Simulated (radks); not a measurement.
# Valence configurations of Cu²⁺

Aim: which of several valence configurations of Cu²⁺ lies lowest at this level, and whether it is the one NIST lists ([Ar] 3d9).

Program: radks (a radial shooting solver on a logarithmic mesh, Libxc functionals) version 1. Level of theory: scalar-relativistic Kohn-Sham, r2SCAN, spin-polarised, spherical densities, finite nucleus; open shells are filled with parallel spins first. These are calculated values, not measurements, unless marked.

## 1. The atom as given

```
element            : copper (Z = 29)
charge             : +2
electrons          : 27
configuration      : [Ar] 3d9
nuclear rms radius : 3.8823 fm
others tried       : 3d8.5 4p0.5; 3d8 4s1; 3d8 4s0.5 4p0.5; 3d8.5 4s0.5; 3d8 4p1; 3d7.5 4s0.5 4p1; 3d7 4s1 4p1; 3d6.5 4s1.5 4p1; 3d7 4p2
```

The outer shells:

Cu²⁺
```
[Ar] core
3d [↑↓][↑↓][↑↓][↑↓][↑ ]
```

## 2. [Ar] 3d9

Settings of this run:

```text
Z 29
configuration [Ar] 3d9
relativity scalar-relativistic
functional r2scan,r2scan
spin polarised
nucleus finite rms 3.8823 fm
c 137.035999084
```

## 3. [Ar] 3d8.5 4p0.5

Settings, as their differences from step 2:

```diff
@@ -1,3 +1,3 @@
 Z 29
-configuration [Ar] 3d9
+configuration [Ar] 3d8.5 4p0.5
 relativity scalar-relativistic
```

## 4. [Ar] 3d8 4s1

Settings, as their differences from step 3:

```diff
@@ -1,3 +1,3 @@
 Z 29
-configuration [Ar] 3d8.5 4p0.5
+configuration [Ar] 3d8 4s1
 relativity scalar-relativistic
```

## 5. [Ar] 3d8 4s0.5 4p0.5

Settings, as their differences from step 4:

```diff
@@ -1,3 +1,3 @@
 Z 29
-configuration [Ar] 3d8 4s1
+configuration [Ar] 3d8 4s0.5 4p0.5
 relativity scalar-relativistic
```

## 6. [Ar] 3d8.5 4s0.5

Settings of this run:

```text
Z 29
configuration [Ar] 3d8.5 4s0.5
relativity scalar-relativistic
functional r2scan,r2scan
spin polarised
nucleus finite rms 3.8823 fm
c 137.035999084
```

## 7. [Ar] 3d8 4p1

Settings, as their differences from step 6:

```diff
@@ -1,3 +1,3 @@
 Z 29
-configuration [Ar] 3d8.5 4s0.5
+configuration [Ar] 3d8 4p1
 relativity scalar-relativistic
```

## 8. [Ar] 3d7.5 4s0.5 4p1

Settings, as their differences from step 7:

```diff
@@ -1,3 +1,3 @@
 Z 29
-configuration [Ar] 3d8 4p1
+configuration [Ar] 3d7.5 4s0.5 4p1
 relativity scalar-relativistic
```

## 9. [Ar] 3d7 4s1 4p1

Settings of this run:

```text
Z 29
configuration [Ar] 3d7 4s1 4p1
relativity scalar-relativistic
functional r2scan,r2scan
spin polarised
nucleus finite rms 3.8823 fm
c 137.035999084
```

## 10. [Ar] 3d6.5 4s1.5 4p1

Settings, as their differences from step 9:

```diff
@@ -1,3 +1,3 @@
 Z 29
-configuration [Ar] 3d7 4s1 4p1
+configuration [Ar] 3d6.5 4s1.5 4p1
 relativity scalar-relativistic
```

## 11. [Ar] 3d7 4p2

Settings, as their differences from step 10:

```diff
@@ -1,3 +1,3 @@
 Z 29
-configuration [Ar] 3d6.5 4s1.5 4p1
+configuration [Ar] 3d7 4p2
 relativity scalar-relativistic
```

Q: Predict the outcome of this session. Wanted: for each run, valence; E − E(NIST configuration); moment; highest level; its energy; 1s shift.

**Answer**, as computed:

| valence | E − E(NIST configuration) (eV) | moment (μB) | highest level | its energy (eV) | 1s shift (eV) |
| --- | --- | --- | --- | --- | --- |
| 3d9 | 0.000 | 1 | 3d down | -29.013 | +0.00 |
| 3d8.5 4s0.5 | 3.862 | 2 | 4s up | -23.804 | -4.00 |
| 3d8.5 4p0.5 | 7.592 | 2 | 4p up | -16.640 | -4.80 |
| 3d8 4s1 | 8.165 | 3 | 4s up | -25.761 | -8.19 |
| 3d8 4s0.5 4p0.5 | 12.197 | 3 | 4p up | -18.013 | -8.98 |
| 3d8 4p1 | 16.126 | 3 | 4p up | -18.346 | -9.77 |
| 3d7.5 4s0.5 4p1 | 21.576 | 4 | 4p up | -19.621 | -14.17 |
| 3d7 4s1 4p1 | 27.727 | 5 | 4p up | -20.740 | -18.80 |
| 3d7 4p2 | 36.490 | 5 | 4p up | -21.373 | -20.30 |
| 3d6.5 4s1.5 4p1 | 37.143 | 5 | 4p up | -21.456 | -23.95 |

Theory agrees with NIST among these: the next, 3d8.5 4s0.5, lies 3.862 eV higher. The energies are those of spherical high-spin densities, not of single terms. The 1s eigenvalue shifts by up to 23.95 eV as the valence charge is rearranged.
